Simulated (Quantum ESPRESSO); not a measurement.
# ScSi2 (P6/mmm) in Quantum ESPRESSO: convergence with smearing width

Aim: find how far smearing width must go before the results for ScSi2 settle, at PBE. This setting moves, with any that are tied to it; all else stays.

Program: Quantum ESPRESSO 7.5. These are calculated values, not measurements. Logs are shortened: lines on timing, memory, paths and dates and some standing lists are left out, and cuts for length are marked.

## Step 1: The structure

Symmetry: P6/mmm, No. 191, hexagonal system. Conventional cell: a = 3.660 Å, b = 3.660 Å, c = 3.870 Å, α = 90.00°, β = 90.00°, γ = 120.00°. Sc (site symmetry 6/mmm) is surrounded by 12 Si at 2.87 Å. Si (site symmetry -6m2) has 3 Si at 2.11 Å as nearest neighbours.

## Step 2: With smearing width 0.5 eV

The input, pw.in:

```
&CONTROL
  calculation = 'scf'
  prefix = 'pwscf'
  outdir = './tmp'
  pseudo_dir = './pseudo'
  tprnfor = .true.
  tstress = .true.
  disk_io = 'nowf'
/
&SYSTEM
  ibrav = 0
  nat = 3
  ntyp = 2
  ecutwfc = 45
  ecutrho = 360
  nbnd = 16
  occupations = 'smearing'
  smearing = 'fd'
  degauss = 0.03674932
/
&ELECTRONS
  conv_thr = 6d-10
  electron_maxstep = 120
  mixing_beta = 0.5
/
ATOMIC_SPECIES
Sc    44.9559 sc_pbe_v1.uspp.F.UPF
Si    28.0850 si_pbe_v1.uspp.F.UPF
CELL_PARAMETERS angstrom
   3.6600000000    0.0000000000    0.0000000000
  -1.8300000000    3.1696529779    0.0000000000
   0.0000000000    0.0000000000    3.8700000000
ATOMIC_POSITIONS crystal
Sc     0.0000000000    0.0000000000    0.0000000000
Si     0.6666666667    0.3333333333    0.5000000000
Si     0.3333333333    0.6666666667    0.5000000000
K_POINTS automatic
8 8 7 0 0 0
```

Potentials or basis: GBRV 1.5 PBE.

Started as:

```bash
> OMP_NUM_THREADS=1 pw.x -in pw.in > pw.out
```

pw.out:

```text
This program is part of the open-source Quantum ESPRESSO suite
     for quantum simulation of materials; please cite
         "P. Giannozzi et al., J. Phys.:Condens. Matter 21 395502 (2009);
         "P. Giannozzi et al., J. Phys.:Condens. Matter 29 465901 (2017);
         "P. Giannozzi et al., J. Chem. Phys. 152 154105 (2020);
     in publications or presentations arising from this work. More details at

     Message from routine setup:
     using ibrav=0 with symmetry is DISCOURAGED, use correct ibrav instead

     G-vector sticks info
     --------------------
     sticks:   dense  smooth     PW     G-vecs:    dense   smooth      PW
     Sum        1189     595    187                34989    12361    2039

     Using Slab Decomposition

     bravais-lattice index     =            0
     lattice parameter (alat)  =       6.9164  a.u.
     unit-cell volume          =     302.9705 (a.u.)^3
     number of atoms/cell      =            3
     number of atomic types    =            2
     number of electrons       =        19.00
     number of Kohn-Sham states=           16
     kinetic-energy cutoff     =      45.0000  Ry
     charge density cutoff     =     360.0000  Ry
     scf convergence threshold =      6.0E-10
     mixing beta               =       0.5000
     number of iterations used =            8  plain     mixing
     Exchange-correlation= SLA  PW   PBE  PBE
                           (   1   4   3   4   0   0   0)

     celldm(1)=   6.916398  celldm(2)=   0.000000  celldm(3)=   0.000000
     celldm(4)=   0.000000  celldm(5)=   0.000000  celldm(6)=   0.000000

     crystal axes: (cart. coord. in units of alat)
               a(1) = (   1.000000   0.000000   0.000000 )
               a(2) = (  -0.500000   0.866025   0.000000 )
               a(3) = (   0.000000   0.000000   1.057377 )

     reciprocal axes: (cart. coord. in units 2 pi/alat)
               b(1) = (  1.000000  0.577350 -0.000000 )
               b(2) = (  0.000000  1.154701  0.000000 )
               b(3) = (  0.000000 -0.000000  0.945736 )

     PseudoPot. # 1 for Sc read from file:
     sc_pbe_v1.uspp.F.UPF
     Pseudo is Ultrasoft + core correction, Zval = 11.0
     Generated by new atomic code, or converted to UPF format
     Using radial grid of  849 points,  6 beta functions with:
                l(1) =   0
                l(2) =   0
                l(3) =   1
                l(4) =   1
                l(5) =   2
                l(6) =   2
     Q(r) pseudized with  6 coefficients,  rinner =    1.200   1.200   1.200
                                                       1.200   1.200

     PseudoPot. # 2 for Si read from file:
     si_pbe_v1.uspp.F.UPF
     Pseudo is Ultrasoft + core correction, Zval =  4.0
     Generated by new atomic code, or converted to UPF format
     Using radial grid of  899 points,  6 beta functions with:
                l(1) =   0
                l(2) =   0
                l(3) =   1
                l(4) =   1
                l(5) =   2
                l(6) =   2
     Q(r) pseudized with  8 coefficients,  rinner =    0.900   0.900   0.900
                                                       0.900   0.900

     atomic species   valence    mass     pseudopotential
     Sc               11.00    44.95590     Sc( 1.00)
     Si                4.00    28.08500     Si( 1.00)

     24 Sym. Ops., with inversion, found

   Cartesian axes

     site n.     atom                  positions (alat units)
         1        Sc     tau(   1) = (   0.0000000   0.0000000   0.0000000  )
         2        Si     tau(   2) = (   0.5000000   0.2886751   0.5286885  )
         3        Si     tau(   3) = (  -0.0000000   0.5773503   0.5286885  )

     number of k points=    40  Fermi-Dirac smearing, width (Ry)=  0.0367
                       cart. coord. in units 2pi/alat
        k(    1) = (   0.0000000   0.0000000   0.0000000), wk =   0.0044643
        k(    2) = (   0.0000000   0.0000000   0.1351052), wk =   0.0089286
        k(    3) = (   0.0000000   0.0000000   0.2702104), wk =   0.0089286
        k(    4) = (   0.0000000   0.0000000   0.4053156), wk =   0.0089286
        k(    5) = (   0.0000000   0.1443376   0.0000000), wk =   0.0267857
        k(    6) = (   0.0000000   0.1443376   0.1351052), wk =   0.0535714
[... 32 lines left out ...]
        k(   39) = (   0.2500000   0.5773503   0.2702104), wk =   0.0535714
        k(   40) = (   0.2500000   0.5773503   0.4053156), wk =   0.0535714

     Dense  grid:    34989 G-vectors     FFT dimensions: (  45,  45,  45)

     Smooth grid:    12361 G-vectors     FFT dimensions: (  30,  30,  32)

     Initial potential from superposition of free atoms

     starting charge      18.9963, renormalised to      19.0000
     Starting wfcs are   21 randomized atomic wfcs

     Self-consistent Calculation

     iteration #  1     ecut=    45.00 Ry     beta= 0.50
     Davidson diagonalization with overlap
     ethr =  1.00E-02,  avg # of iterations =  3.8

     Threshold (ethr) on eigenvalues was too large:
     Diagonalizing with lowered threshold

     Davidson diagonalization with overlap
     ethr =  4.42E-04,  avg # of iterations =  3.4

     total energy              =    -113.54610394 Ry
     estimated scf accuracy    <       0.09988002 Ry

     iteration #  2     ecut=    45.00 Ry     beta= 0.50
     Davidson diagonalization with overlap
     ethr =  5.26E-04,  avg # of iterations =  4.0

     total energy              =    -113.56483879 Ry
     estimated scf accuracy    <       0.07179660 Ry

     iteration #  3     ecut=    45.00 Ry     beta= 0.50
     Davidson diagonalization with overlap
     ethr =  3.78E-04,  avg # of iterations =  3.5

     total energy              =    -113.57926727 Ry
     estimated scf accuracy    <       0.00272333 Ry
[... 33 lines left out ...]
     total energy              =    -113.57970356 Ry
     estimated scf accuracy    <       0.00000001 Ry

     iteration #  9     ecut=    45.00 Ry     beta= 0.50
     Davidson diagonalization with overlap
     ethr =  7.88E-11,  avg # of iterations =  3.8

     total energy              =    -113.57970357 Ry
     estimated scf accuracy    <          8.7E-10 Ry

     iteration # 10     ecut=    45.00 Ry     beta= 0.50
     Davidson diagonalization with overlap
     ethr =  4.56E-12,  avg # of iterations =  3.7

     End of self-consistent calculation

          k = 0.0000 0.0000 0.0000 (  1545 PWs)   bands (ev):

   -36.8352 -15.5617 -15.4686 -15.4686  -1.2885   9.0211   9.1255   9.1255
    10.5653  13.6516  13.6516  13.7500  14.3401  14.3401  15.3575  15.3575

          k = 0.0000 0.0000 0.1351 (  1539 PWs)   bands (ev):

   -36.8346 -15.5761 -15.4675 -15.4675  -1.1474   7.8233   9.2454   9.2454
    11.7162  12.7732  12.7732  13.9170  14.8662  14.8662  15.5157  15.5157

          k = 0.0000 0.0000 0.2702 (  1552 PWs)   bands (ev):

   -36.8333 -15.6080 -15.4652 -15.4652  -0.7933   6.3400   9.5648   9.5648
    11.9752  11.9752  13.1588  13.8895  13.8895  14.3954  17.1551  17.1551

          k = 0.0000 0.0000 0.4053 (  1558 PWs)   bands (ev):

   -36.8322 -15.6335 -15.4633 -15.4633  -0.4566   5.4050   9.9058   9.9058
    11.5616  11.5616  13.1252  13.1252  14.2256  15.0364  17.0191  18.6453
[... 48 lines left out ...]
   -36.8255 -15.5770 -15.5553 -15.4926   0.7257   4.1617   8.0995   8.8490
    10.1826  12.5362  13.6784  14.4434  15.1120  15.7617  16.6291  18.7175

          k = 0.0000 0.4330 0.2702 (  1543 PWs)   bands (ev):

   -36.8243 -15.5824 -15.5709 -15.4899   0.9009   4.3802   7.9420   8.0010
    10.2095  11.8874  14.0351  15.2652  15.4251  15.4439  16.9769  18.1888

          k = 0.0000 0.4330 0.4053 (  1538 PWs)   bands (ev):

   -36.8233 -15.6030 -15.5669 -15.4877   1.0480   4.6150   7.3705   7.8226
     9.8963  12.1308  14.5268  14.8459  15.5036  15.9224  16.5818  17.5404

          k = 0.0000-0.5774 0.0000 (  1548 PWs)   bands (ev):

   -36.8245 -15.5979 -15.5406 -15.4982   1.6388   2.7823   8.0507   9.3931
     9.8634  13.0700  13.4515  14.9228  15.1772  15.2846  15.7573  18.3178

          k = 0.0000-0.5774 0.1351 (  1544 PWs)   bands (ev):

   -36.8240 -15.5952 -15.5519 -15.4969   1.6458   2.9249   7.9611   9.1425
     9.9519  12.0490  13.7171  15.2155  15.5123  15.6780  15.9675  18.7182

          k = 0.0000-0.5774 0.2702 (  1540 PWs)   bands (ev):

   -36.8228 -15.5893 -15.5774 -15.4941   1.6618   3.2856   7.7745   8.6662
     9.6312  11.5092  14.4449  15.3049  15.6774  15.7737  16.1210  18.6102

          k = 0.0000-0.5774 0.4053 (  1538 PWs)   bands (ev):

   -36.8218 -15.5977 -15.5845 -15.4918   1.6748   3.6342   7.6369   8.3430
     8.9080  12.0791  14.8848  15.3803  15.4974  15.8366  16.0213  17.0059

          k = 0.1250 0.2165 0.0000 (  1545 PWs)   bands (ev):

   -36.8310 -15.5534 -15.5183 -15.4825  -0.6157   6.7361   8.1872   9.1194
    10.9322  13.3647  13.5123  13.6453  14.6079  15.7773  15.9802  17.1026

          k = 0.1250 0.2165 0.1351 (  1548 PWs)   bands (ev):

   -36.8304 -15.5666 -15.5165 -15.4813  -0.4964   6.8106   8.1018   8.3180
    11.5084  12.4443  13.9386  14.6650  14.7455  15.1811  15.6917  16.9450

          k = 0.1250 0.2165 0.2702 (  1547 PWs)   bands (ev):

   -36.8291 -15.5960 -15.5127 -15.4787  -0.2022   6.9176   6.9904   8.2570
    11.7614  12.2359  13.7748  14.0742  15.0322  15.8110  16.2931  17.2783
[... 73 lines left out ...]
   -36.8228 -15.5716 -15.5495 -15.5369   2.2436   3.0332   5.6081   9.6307
    10.3877  13.2592  14.1435  14.5698  15.4828  16.8371  17.1714  17.8043

          k = 0.2500 0.5774 0.2702 (  1543 PWs)   bands (ev):

   -36.8217 -15.5743 -15.5665 -15.5329   2.2828   3.1677   5.9195   9.0448
     9.5890  14.1155  14.4350  14.9130  15.2474  15.9161  16.1890  17.4870

          k = 0.2500 0.5774 0.4053 (  1540 PWs)   bands (ev):

   -36.8207 -15.5941 -15.5624 -15.5297   2.3153   3.2783   6.2141   8.6675
     9.0899  13.7971  14.8403  15.1559  15.4737  15.7839  15.9627  16.7040

     the Fermi energy is    12.5324 ev

!    total energy              =    -113.57970357 Ry
     estimated scf accuracy    <          1.4E-10 Ry
     smearing contrib. (-TS)   =      -0.08565544 Ry
     internal energy E=F+TS    =    -113.49404812 Ry

     The total energy is F=E-TS. E is the sum of the following terms:
     one-electron contribution =     -28.09810220 Ry
     hartree contribution      =      22.53454892 Ry
     xc contribution           =     -22.52469987 Ry
     ewald contribution        =     -85.40579497 Ry

     convergence has been achieved in  10 iterations

     Forces acting on atoms (cartesian axes, Ry/au):

     atom    1 type  1   force =     0.00000000   -0.00000000    0.00000000
     atom    2 type  2   force =    -0.00000000    0.00000000    0.00000000
     atom    3 type  2   force =     0.00000000   -0.00000000   -0.00000000

     Total force =     0.000000     Total SCF correction =     0.000000

     Computing stress (Cartesian axis) and pressure

          total   stress  (Ry/bohr**3)                   (kbar)     P=      267.89
   0.00262709   0.00000000  -0.00000000          386.46        0.00       -0.00
   0.00000000   0.00262709   0.00000000            0.00      386.46        0.00
   0.00000000   0.00000000   0.00020909            0.00        0.00       30.76

=------------------------------------------------------------------------------=
   JOB DONE.
=------------------------------------------------------------------------------=
```

It took 27 s on 1 thread of Arm Neoverse V1, shared host; peak memory 0.16 GiB.

Results:

```
Free energy            : -1545.3306 eV
Pressure               : 26.8 GPa
Band gap on the k mesh : none (metal or under the smearing width)
```

## Step 3: With smearing width 0.3 eV

pw.in: that of step 2 with these lines changed.

```diff
@@ -18,3 +18,3 @@
   smearing = 'fd'
-  degauss = 0.03674932
+  degauss = 0.02204959
 /
```

Potentials or basis: GBRV 1.5 PBE.

Started as:

```bash
> OMP_NUM_THREADS=1 pw.x -in pw.in > pw.out
```

It took 25 s on 1 thread of Arm Neoverse V1, shared host; peak memory 0.16 GiB.

What came out:

* Free energy: -1544.9581 eV
* Pressure: 25.5 GPa
* Band gap on the k mesh: none (metal or under the smearing width)

## Step 4: With smearing width 0.2 eV

pw.in: that of step 3 with these lines changed.

```diff
@@ -18,3 +18,3 @@
   smearing = 'fd'
-  degauss = 0.02204959
+  degauss = 0.01469973
 /
```

Started as:

```bash
> OMP_NUM_THREADS=1 pw.x -in pw.in > pw.out
```

Run time: 25 s. Hardware: 1 thread of Arm Neoverse V1, shared host; peak memory 0.16 GiB.

Results:

- Free energy: -1544.8390 eV
- Pressure: 25.2 GPa
- Band gap on the k mesh: none (metal or under the smearing width)

## Step 5: With smearing width 0.136 eV

pw.in: that of step 4 with these lines changed.

```diff
@@ -18,3 +18,3 @@
   smearing = 'fd'
-  degauss = 0.01469973
+  degauss = 0.00999582
 /
```

Started as:

```bash
> OMP_NUM_THREADS=1 pw.x -in pw.in > pw.out
```

Run time: 25 s. Hardware: 1 thread of Arm Neoverse V1, shared host; peak memory 0.16 GiB.

What came out:

```yaml
Free_energy: -1544.7858 eV
Pressure: 25.0 GPa
Band_gap_on_the_k_mesh: none (metal or under the smearing width)
```

## Step 6: With smearing width 0.1 eV

pw.in: that of step 5 with these lines changed.

```diff
@@ -18,3 +18,3 @@
   smearing = 'fd'
-  degauss = 0.00999582
+  degauss = 0.00734986
 /
```

Potentials or basis: GBRV 1.5 PBE.

Started as:

```bash
> OMP_NUM_THREADS=1 pw.x -in pw.in > pw.out
```

It took 27 s on 1 thread of Arm Neoverse V1, shared host; peak memory 0.16 GiB.

Results (log left out):

```yaml
Free_energy: -1544.7642 eV
Pressure: 24.9 GPa
Band_gap_on_the_k_mesh: none (metal or under the smearing width)
```

## Step 7: With smearing width 0.05 eV

pw.in: that of step 6 with these lines changed.

```diff
@@ -18,3 +18,3 @@
   smearing = 'fd'
-  degauss = 0.00734986
+  degauss = 0.00367493
 /
```

Started as:

```bash
> OMP_NUM_THREADS=1 pw.x -in pw.in > pw.out
```

Run time: 30 s. Hardware: 1 thread of Arm Neoverse V1, shared host; peak memory 0.16 GiB.

It converged, with:

- Free energy: -1544.7446 eV
- Pressure: 24.9 GPa
- Band gap on the k mesh: none (metal or under the smearing width)

## Step 8: With smearing width 0.025 eV

pw.in: that of step 7 with these lines changed.

```diff
@@ -18,3 +18,3 @@
   smearing = 'fd'
-  degauss = 0.00367493
+  degauss = 0.00183747
 /
```

Started as:

```bash
> OMP_NUM_THREADS=1 pw.x -in pw.in > pw.out
```

Wall time 27 s (1 thread of Arm Neoverse V1, shared host); peak memory 0.16 GiB.

It converged, with:

| Item | Value |
| --- | --- |
| Free energy | -1544.7397 eV |
| Pressure | 25.0 GPa |
| Band gap on the k mesh | none (metal or under the smearing width) |

## Step 9: With smearing width 0.01 eV

pw.in: that of step 8 with these lines changed.

```diff
@@ -18,3 +18,3 @@
   smearing = 'fd'
-  degauss = 0.00183747
+  degauss = 0.00073499
 /
```

Potentials or basis: GBRV 1.5 PBE.

Started as:

```bash
> OMP_NUM_THREADS=1 pw.x -in pw.in > pw.out
```

Wall time 24 s (1 thread of Arm Neoverse V1, shared host); peak memory 0.16 GiB.

The run converged. Its results:

* Free energy: -1544.7387 eV
* Pressure: 25.0 GPa
* Band gap on the k mesh: none (metal or under the smearing width)

## Step 10: The series at a glance

```csv
smearing width,"energy less the tightest run, at zero smearing (meV/atom)",pressure (GPa),SCF cycles,CPU time (s),peak memory (GiB)
0.5 eV,-3.11,26.79,10,27,0.16
0.3 eV,-2.76,25.52,10,25,0.16
0.2 eV,-1.02,25.18,10,25,0.16
0.136 eV,-0.23,25.02,10,25,0.16
0.1 eV,0.00,24.94,10,27,0.16
0.05 eV,0.22,24.92,10,30,0.16
0.025 eV,0.11,24.95,9,27,0.16
0.01 eV,0.00,24.97,9,24,0.16
```

Against the tightest run, the energy stays within 1 meV/atom from 0.136 eV on; the pressure stays within 0.1 GPa from 0.136 eV on. Narrower smearing needs a denser k mesh, so at a fixed mesh the narrowest width isn't the most accurate. The tightest run that finished is the yardstick and may itself not be fully converged.

Caveats: so large a pressure means that the cell lies far from this level's equilibrium, or that cutoff or potentials fall short.
